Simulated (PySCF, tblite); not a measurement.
**C4H8GeO: geometry, infrared bands and NMR shifts**

What infrared bands and NMR shifts should C4H8GeO (`C=[C]1CC[O][GeH2]1`) show?

Programs: tblite 0.8.0 and PySCF 2.14.0, with density-fitted response routines of our own. Each step states its level of theory. These are calculated values for one molecule in the gas phase, unless marked as measured. Atoms count from 0, in the outputs and in this text.

## 1. The molecule as given

14 atoms, charge 0, multiplicity 1; geometry from: force field or distance geometry start.

Bonds of the start (Å): C0–C1 1.35, C1–C2 1.48, C2–C3 1.55, C3–O4 1.41, O4–Ge5 1.79, Ge5–C1 1.87, C0–H6 1.09, C0–H7 1.08, C2–H8 1.11, C2–H9 1.11, C3–H10 1.11, C3–H11 1.13, Ge5–H12 1.56, Ge5–H13 1.55.

## 2. Geometry optimisation with GFN2-xTB

What the job is given:

```
{"job": {"kind": "relax", "xc": "GFN2-xTB", "basis": "xTB"}, "charge": 0, "multiplicity": 1}
C      2.057900     0.300500    -0.220200
C      0.722900     0.169500    -0.113600
C     -0.047500    -1.027200    -0.501800
C     -1.475000    -0.846300     0.086600
O     -1.908800     0.494400     0.147400
Ge    -0.457700     1.469800     0.515000
H      2.533500     1.229900     0.078500
H      2.660700    -0.501000    -0.611600
H      0.416200    -1.956600    -0.114100
H     -0.115100    -1.072000    -1.609600
H     -2.200000    -1.446800    -0.507300
H     -1.492100    -1.270800     1.129700
H     -0.303800     1.704000     2.052200
H     -0.391900     2.752100    -0.353300
```

On the command line:

```sh
$ OMP_NUM_THREADS=1 python probes_run.py task.json out
```

The driver reads the jobs from task.json and runs them one after another.

**Question.** This job is followed by: GFN2-xTB harmonic vibrations, gas phase; GIAO PBE0/pcSseg-1 NMR shielding, non-relativistic, gas phase. What will the session give for the following? strongest single infrared mode (GFN2-xTB); zero-point energy (GFN2-xTB); 13C shifts against TMS (PBE0/pcSseg-1); 1H shifts against TMS (PBE0/pcSseg-1, means over atoms taken as alike); 17O shifts against H2O (PBE0/pcSseg-1); 73Ge shifts against GeMe4 (PBE0/pcSseg-1).

The runs gave:

| quantity | value |
| --- | --- |
| strongest single infrared mode (GFN2-xTB) | 1958 cm⁻¹, 500 km/mol |
| zero-point energy (GFN2-xTB) | 65.4 kcal/mol |
| 13C shifts against TMS (PBE0/pcSseg-1) | 158.2, 131.4, 72.1, 44.8 ppm |
| 1H shifts against TMS (PBE0/pcSseg-1, means over atoms taken as alike) | 6.44, 5.88, 5.35, 4.15, 2.56 ppm |
| 17O shifts against H2O (PBE0/pcSseg-1) | 29.4 ppm |
| 73Ge shifts against GeMe4 (PBE0/pcSseg-1) | -25 ppm |

Relaxing lowered the energy by 0.330 eV in 67 steps; the close pair that moved most is C1–Ge5, from 1.865 to 1.967 Å. No mode is imaginary among the 36: a minimum at this level. The strongest single mode, at 1958 cm⁻¹, moves mainly H13. GFN2-xTB is a fitted tight-binding method: band positions and strengths are rough. Its intensities can rank the bands wrongly. C1 (fully substituted alkene carbon) lies farthest downfield among carbon, at 158.2 ppm; the olefinic region. At PBE0/pcSseg-1: The widest tensor belongs to Ge5: span 323 ppm, with a paramagnetic part of -1399 ppm. Spin-orbit coupling is left out, which matters for shieldings and couplings at and beside the heavy atoms.
